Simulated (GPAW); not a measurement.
# VAs (Pnma) in GPAW: band structure with LDA

Aim: the band structure of VAs with LDA.

Everything below comes from runs of GPAW 26.7.0. Logs are shortened: lines on timing, memory, paths and dates and some standing lists are left out, and cuts for length are marked. The log counts tension as positive stress, the text compression.

## 1. Starting point

Symmetry: Pnma, No. 62, orthorhombic system. Conventional cell: a = 5.843 Å, b = 3.362 Å, c = 6.188 Å, α = 90.00°, β = 90.00°, γ = 90.00°. As (site symmetry m) is surrounded by 6 V at 2.42 to 2.69 Å. V (site symmetry m) has 6 As at 2.42 to 2.69 Å as nearest neighbours.

The cell comes from a database or a generator and needn't be the stable form of this composition.

## 2. Band structure, LDA, collinear spin, ferromagnetic start

Input file run.py:

```python
from ase import Atoms
from ase.dft.bandgap import bandgap
from ase.io import write
from ase.units import GPa
from gpaw import GPAW, PW

atoms = Atoms(['As', 'As', 'As', 'As', 'V', 'V', 'V', 'V'],
              cell=[[5.84327368, 0.0, 0.0],
                    [0.0, 3.36170611, 0.0],
                    [0.0, 0.0, 6.18831163]],
              scaled_positions=[[0.6940452, 0.25, 0.07703788],
                                [0.3059548, 0.75, 0.92296212],
                                [0.8059548, 0.75, 0.57703788],
                                [0.1940452, 0.25, 0.42296212],
                                [0.50535412, 0.25, 0.68110409],
                                [0.49464588, 0.75, 0.31889591],
                                [0.99464588, 0.75, 0.18110409],
                                [0.00535412, 0.25, 0.81889591]],
              pbc=True)
atoms.set_initial_magnetic_moments([0.0, 0.0, 0.0, 0.0, 2.0, 2.0, 2.0, 2.0])

calc = GPAW(mode=PW(600),
            xc='LDA',
            kpts={'size': (3, 5, 3), 'gamma': True},
            occupations={'name': 'fermi-dirac', 'width': 0.05},
            nbands=63,
            convergence={'density': 1e-05, 'energy': 1e-05},
            maxiter=150,
            txt='gpaw.txt')
atoms.calc = calc
energy = atoms.get_potential_energy()
forces = atoms.get_forces()
stress = atoms.get_stress()
calc.write('gs.gpw')
write('result.traj', atoms)
print(f'Energy: {energy:.6f} eV')
print('Forces (eV/A):')
print(forces.round(4))
print('Stress (GPa):', (stress / GPa).round(3))
print('Moments:', calc.get_magnetic_moments().round(3))
print('Fermi level:', round(calc.get_fermi_level(), 4), 'eV')
print(f'Gap: {bandgap(calc)[0]:.4f} eV, direct: {bandgap(calc, direct=True)[0]:.4f} eV')

path = atoms.cell.bandpath('GXSYGZURTZ,YT,UX,SR', npoints=100, eps=1e-4)
bs_calc = calc.fixed_density(kpts=path, symmetry='off', nbands=91,
                             convergence={'bands': 'CBM+6.0', 'eigenstates': 1e-6}, txt='bands.txt')
bs = bs_calc.band_structure()
bs.write('bs.json')
print(f'Gap on the path: {bandgap(bs_calc)[0]:.4f} eV')
```

Potentials or basis: the program's PAW data sets (release 1.2.1) made for this functional, pw.

Started as:

```console
$ OMP_NUM_THREADS=1 python run.py
```

gpaw.txt:

```text
__  _  _
 | _ |_)|_||  |
 |__||  | ||/\| - 26.7.0

Input parameters:
  mode=PW(ecut=600.0),
  convergence={'density': 1e-05, 'energy': 1e-05},
  kpts=MonkhorstPack(size=(3, 5, 3), gamma=True),
  maxiter=150,
  nbands=63,
  occupations=Occupations(name='fermi-dirac', width=0.05),
  xc=XC(name='LDA')

Diagonalizing LCAO Hamiltonian
Converting LCAO to pw mode
   .-------------.
  /|   As        |
 * |             |
 |V|             |
 | |     V    As |
 | |             |
 | |As   V       |
 | |            V|
 | .-------------.
 |/        As   /
 *-------------*

Atoms  # Å, Bohr magnetons
|   | symbol |        x |        y |        z |    initial magnetic moments |
|---|--------|----------|----------|----------|-----------------------------|
| 0 |     As | 4.055496 | 0.840427 | 0.476734 | ( 0.0000,  0.0000,  0.0000) |
| 1 |     As | 1.787778 | 2.521280 | 5.711577 | ( 0.0000,  0.0000,  0.0000) |
| 2 |     As | 4.709414 | 2.521280 | 3.570890 | ( 0.0000,  0.0000,  0.0000) |
| 3 |     As | 1.133859 | 0.840427 | 2.617421 | ( 0.0000,  0.0000,  0.0000) |
| 4 |      V | 2.952922 | 0.840427 | 4.214884 | ( 0.0000,  0.0000,  2.0000) |
| 5 |      V | 2.890351 | 2.521280 | 1.973427 | ( 0.0000,  0.0000,  2.0000) |
| 6 |      V | 5.811988 | 2.521280 | 1.120729 | ( 0.0000,  0.0000,  2.0000) |
| 7 |      V | 0.031286 | 0.840427 | 5.067583 | ( 0.0000,  0.0000,  2.0000) |

Unit cell  # Å
| periodic |        x |        y |        z |  lengths |    angles |
|----------|----------|----------|----------|----------|-----------|
|      yes | 5.843274 | 0.000000 | 0.000000 | 5.843274 | 90.000000 |
|      yes | 0.000000 | 3.361706 | 0.000000 | 3.361706 | 90.000000 |
|      yes | 0.000000 | 0.000000 | 6.188312 | 6.188312 | 90.000000 |

Number of symmetries: 2
Symmetry operations  # r_c * U_cc + t_c -> r_c
|   | kind |            matrix            |
|---|------|------------------------------|
| 0 |  E   |  1, 0, 0,  0, 1, 0,  0, 0, 1 |
| 1 |  i   | -1, 0, 0,  0,-1, 0,  0, 0,-1 |

BZ-sampling:
  Number of BZ points: 45
  Number of IBZ points: 23

  Monkhorst-Pack size: [3, 5, 3]
  Monkhorst-Pack shift: [0, 0, 0]

K-points  # in reciprocal-cell coordinates
|     |                                coordinates |     weight |
|-----|--------------------------------------------|------------|
|   0 | (  0.00000000,   0.00000000,   0.00000000) | 0.02222222 |
|   1 | (  0.00000000,   0.00000000,   0.33333333) | 0.04444444 |
|   2 | (  0.00000000,   0.20000000,  -0.33333333) | 0.04444444 |
|   3 | (  0.00000000,   0.20000000,   0.00000000) | 0.04444444 |
|   4 | (  0.00000000,   0.20000000,   0.33333333) | 0.04444444 |
|   5 | (  0.00000000,   0.40000000,  -0.33333333) | 0.04444444 |
|   6 | (  0.00000000,   0.40000000,   0.00000000) | 0.04444444 |
|   7 | (  0.00000000,   0.40000000,   0.33333333) | 0.04444444 |
|   8 | (  0.33333333,  -0.40000000,  -0.33333333) | 0.04444444 |
|   9 | (  0.33333333,  -0.40000000,   0.00000000) | 0.04444444 |
| ... |                                            |            |
|  22 | (  0.33333333,   0.40000000,   0.33333333) | 0.04444444 |

Plane wave coefficients: 4083
Cutoff: 600.0 eV

Spin-components: 2 (collinear spins)
Bands:           63
Projectors:      44
Spin-degeneracy: 1
Datatype:        complex128

Parallelization:
  kpt:    1
  domain: 1
  band:   1

Density:
  Valence electrons: 72.0
  Components: 2
  Grid points: [35 20 35]
  Charge: 0.0  # |e|

Potential:
  Grid points: [35 20 35]

species:
  As:
    name:    Arsenic
    Z:       33.0
    valence: 5
    core:    28
    charge:  0.0  # [|e|]
    compensation charges:
      type: gauss
      rc: 0.33  # [Å]
      lmax: 2
    cutoffs:
      filter: 1.87  # [Å]
      core: 2.96  # [Å]
    projectors
    | kind |    occ | energy [eV] | rcut [Å] |
    |------|--------|-------------|----------|
    |   4s |  2.000 |     -14.691 |    1.058 |
    |   4p |  3.000 |      -5.342 |    1.058 |
    |    s |        |      12.520 |    1.058 |
    |    p |        |      21.869 |    1.058 |
    |    d |        |       0.000 |    1.058 |

    Using partial waves for As as LCAO basis

  V:
    name:    Vanadium
    Z:       23.0
    valence: 13
    core:    10
    charge:  0.0  # [|e|]
    compensation charges:
      type: gauss
      rc: 0.37  # [Å]
      lmax: 2
    cutoffs:
      filter: 2.14  # [Å]
      core: 0.96  # [Å]
    projectors
    | kind |    occ | energy [eV] | rcut [Å] |
    |------|--------|-------------|----------|
    |   3s |  2.000 |     -69.819 |    1.254 |
    |   4s |  2.000 |      -4.846 |    1.254 |
    |   3p |  6.000 |     -43.961 |    1.281 |
    |   4p |  0.000 |      -1.526 |    1.281 |
    |   3d |  3.000 |      -5.381 |    1.169 |
    |    d |        |      21.830 |    1.169 |

    Using partial waves for V as LCAO basis

Reference energy: -348750.038634  # eV

eigensolver:
  PPCG
  Converge bands: occupied
  niter=2

density mixing:
  MSR1-Mixer
  Pratt-step length: 0.05
  Maximum mixing coefficient: 0.75
  Old densities: 10
  SVD Regularization: 0.005
  Good broyden scale: 1.0
  Trust region scale: 1.0
  Backstep threshold: 4.0
  History deletion threshold: 6.0
  Fourier metric: weight=20.0, sigma=0.015

occupation numbers:
  Fermi-Dirac:
    width: 0.0500  # eV

poisson solver:
  ecut: 4800.0  # eV

xc functional:
  name: None

convergence criteria:
- Maximum integral of absolute [dens]ity change: 1e-05 electrons / valence electron
- Maximum [total energy] change in last 3 cyles: 1e-05 eV / valence electron
- Maximum integral of absolute [eigenst]ate change: 4e-08 eV^2 / valence electron
maximum number of iterations: 150

SCF iterations
|iter     | |      energy | eigst |  dens |  magmom |
|---------|-|-------------|-------|-------|---------|
|iter:   1| |  -63.439809 | +0.64 |       |  +8.0144|
|iter:   2| |  -63.486035 | -1.26 | -0.93 |  +7.7673|
|iter:   3| |  -64.190920 | -0.72 | -0.95 |  +3.7748|
|iter:   4| |  -64.135254 | -1.21 | -1.24 |  +3.3995|
|iter:   5| |  -64.141061 | -1.54 | -1.28 |  +2.3368|
|iter:   6| |  -65.167885 | -1.85 | -1.46 |  +0.9394|
|iter:   7| |  -64.140108 | -2.02 | -1.19 |  +0.5447|
|iter:   8| |  -64.121532 | -2.95 | -1.76 |  +0.2746|
|iter:   9| |  -64.121657 | -3.75 | -2.30 |  +0.1993|
|iter:  10| |  -64.122539 | -3.98 | -2.65 |  +0.1246|
|iter:  11| |  -64.122537 | -4.40 | -2.83 |  +0.0609|
|iter:  12| |  -64.122641c| -5.24 | -3.29 |  +0.0151|
|iter:  13| |  -64.122651c| -6.13 | -3.59 |  +0.0020|
|iter:  14| |  -64.122651c| -7.07 | -3.95 |  -0.0001|
|iter:  15| |  -64.122652c| -7.64c| -4.39 |  -0.0015|
|iter:  16| |  -64.122652c| -7.83c| -4.47 |  -0.0014|
|iter:  17| |  -64.122652c| -8.14c| -4.56 |  -0.0005|
|iter:  18| |  -64.122652c| -7.82c| -4.89 |  -0.0001|
|iter:  19| |  -64.122652c| -8.41c| -5.28c|  -0.0000|

Converged in 19 steps
Energy contributions relative to reference atoms: (reference = -348750.038634)

Energy contributions:
  Kinetic:          42.314112
  Coulomb:         -39.541583
  Zero:              0.393261
  External:          0.000000
  Xc:              -67.260102
  Entropy:          -0.056678
  Spinorbit:         0.000000
  ----------------------------
  Free energy:     -64.150991
  Extrapolated:    -64.122652

dipole moment: (-0.000028, -0.000016, -0.000029)  # |e|*Ang

Total magnetic moment: (0.000000, 0.000000, -0.000013)

Local magnetic moments
|        x |        y |         z |
|----------|----------|-----------|
| 0.000000 | 0.000000 | -0.000004 |  # As   0
| 0.000000 | 0.000000 | -0.000004 |  # As   1
| 0.000000 | 0.000000 | -0.000004 |  # As   2
| 0.000000 | 0.000000 | -0.000004 |  # As   3
| 0.000000 | 0.000000 |  0.000013 |  # V    4
| 0.000000 | 0.000000 |  0.000013 |  # V    5
| 0.000000 | 0.000000 | -0.000010 |  # V    6
| 0.000000 | 0.000000 | -0.000010 |  # V    7

Fermi level: 9.262
Eigenvalues  # (at kpt = [0.000, 0.000, 0.000])
| band index |      eig [eV] | occ [0-1] |      eig [eV] | occ [0-1] |
|------------|---------------|-----------|---------------|-----------|
|          0 |       -54.391 |     1.000 |       -54.391 |     1.000 |
|        ... |               |           |               |           |
|         27 |         7.175 |     1.000 |         7.175 |     1.000 |
|         28 |         7.459 |     1.000 |         7.459 |     1.000 |
|         29 |         7.920 |     1.000 |         7.920 |     1.000 |
|         30 |         7.978 |     1.000 |         7.978 |     1.000 |
|         31 |         8.151 |     1.000 |         8.151 |     1.000 |
|         32 |         8.873 |     1.000 |         8.873 |     1.000 |
[... 8 lines left out ...]
|         41 |        10.489 |     0.000 |        10.489 |     0.000 |
|         42 |        10.524 |     0.000 |        10.524 |     0.000 |
|        ... |               |           |               |           |
|         62 |        20.711 |     0.000 |        20.434 |     0.000 |

No gap
No difference between direct/indirect transitions

Forces  # eV/Ang
|        x |        y |        z |
|----------|----------|----------|
|  0.13876 | -0.00000 | -0.04796 |  # As   0
| -0.13876 |  0.00000 |  0.04796 |  # As   1
| -0.13862 |  0.00000 | -0.04795 |  # As   2
|  0.13862 | -0.00000 |  0.04795 |  # As   3
|  0.07385 | -0.00000 |  0.09690 |  # V    4
| -0.07385 |  0.00000 | -0.09690 |  # V    5
| -0.07386 | -0.00000 |  0.09681 |  # V    6
|  0.07386 |  0.00000 | -0.09681 |  # V    7

Stress tensor  # eV/Ang^3
|        x |         y |         z |
|----------|-----------|-----------|
| 0.046160 |  0.000000 |  0.000000 |
| 0.000000 |  0.051219 | -0.000000 |
| 0.000000 | -0.000000 |  0.040921 |

# Writing to gs.gpw (mode='')
```

Run time: 18 min. Hardware: 1 thread of Arm Neoverse V2, shared host; peak memory 1.8 GiB.

What came out:

```yaml
Free_energy: -64.1510 eV
Pressure: -7.4 GPa
Largest_force: 0.147 eV/Å
Band_gap_along_the_path: none (metal or under the smearing width)
Net_moment: 0.00 μB per cell
```

Forces on the atoms (eV/Å):
```
As   0.139  0.000 -0.048
As  -0.139  0.000  0.048
As  -0.139  0.000 -0.048
As   0.139  0.000  0.048
V    0.074  0.000  0.097
V   -0.074  0.000 -0.097
V   -0.074  0.000  0.097
V    0.074  0.000 -0.097
```

Levels at the corners of the path, in eV from the Fermi level:
Spin up:
```csv
point,band 33,band 34,band 35,band 36,band 37,band 38,band 39,band 40
Γ,-0.39,-0.26,-0.16,0.03,0.06,0.30,0.44,0.76
X,-1.07,-1.07,-0.58,-0.58,0.46,0.46,0.57,0.57
S,-0.93,-0.93,-0.93,-0.93,1.06,1.06,1.06,1.06
Y,-1.02,-1.02,0.04,0.04,0.17,0.17,1.08,1.08
Γ,-0.39,-0.26,-0.16,0.03,0.06,0.30,0.44,0.76
Z,-0.95,-0.95,-0.30,-0.30,-0.07,-0.07,0.72,0.72
U,-1.35,-1.35,-0.54,-0.54,0.58,0.58,0.81,0.81
R,-0.74,-0.74,-0.74,-0.74,0.83,0.83,0.83,0.83
T,-1.22,-1.22,0.02,0.02,0.08,0.08,0.84,0.84
Z,-0.95,-0.95,-0.30,-0.30,-0.07,-0.07,0.72,0.72
Y,-1.02,-1.02,0.04,0.04,0.17,0.17,1.08,1.08
T,-1.22,-1.22,0.02,0.02,0.08,0.08,0.84,0.84
U,-1.35,-1.35,-0.54,-0.54,0.58,0.58,0.81,0.81
X,-1.07,-1.07,-0.58,-0.58,0.46,0.46,0.57,0.57
S,-0.93,-0.93,-0.93,-0.93,1.06,1.06,1.06,1.06
R,-0.74,-0.74,-0.74,-0.74,0.83,0.83,0.83,0.83
```
Spin down:
```csv
point,band 32,band 33,band 34,band 35,band 36,band 37,band 38,band 39,band 40,band 41
Γ,-1.11,-0.39,-0.26,-0.16,0.03,0.06,0.30,0.44,0.76,1.10
X,-2.17,-1.07,-1.07,-0.58,-0.58,0.46,0.46,0.57,0.57,1.18
S,-2.58,-0.93,-0.93,-0.93,-0.93,1.06,1.06,1.06,1.06,1.29
Y,-1.33,-1.02,-1.02,0.04,0.04,0.17,0.17,1.08,1.08,1.30
Γ,-1.11,-0.39,-0.26,-0.16,0.03,0.06,0.30,0.44,0.76,1.10
Z,-1.28,-0.95,-0.95,-0.30,-0.30,-0.07,-0.07,0.72,0.72,0.81
U,-2.00,-1.35,-1.35,-0.54,-0.54,0.58,0.58,0.81,0.81,1.30
R,-2.47,-0.74,-0.74,-0.74,-0.74,0.83,0.83,0.83,0.83,1.37
T,-1.35,-1.22,-1.22,0.02,0.02,0.08,0.08,0.84,0.84,0.97
Z,-1.28,-0.95,-0.95,-0.30,-0.30,-0.07,-0.07,0.72,0.72,0.81
Y,-1.33,-1.02,-1.02,0.04,0.04,0.17,0.17,1.08,1.08,1.30
T,-1.35,-1.22,-1.22,0.02,0.02,0.08,0.08,0.84,0.84,0.97
U,-2.00,-1.35,-1.35,-0.54,-0.54,0.58,0.58,0.81,0.81,1.30
X,-2.17,-1.07,-1.07,-0.58,-0.58,0.46,0.46,0.57,0.57,1.18
S,-2.58,-0.93,-0.93,-0.93,-0.93,1.06,1.06,1.06,1.06,1.29
R,-2.47,-0.74,-0.74,-0.74,-0.74,0.83,0.83,0.83,0.83,1.37
```

Caveat: the k mesh is coarse (spacing up to 0.37 Å⁻¹), so the values aren't converged.
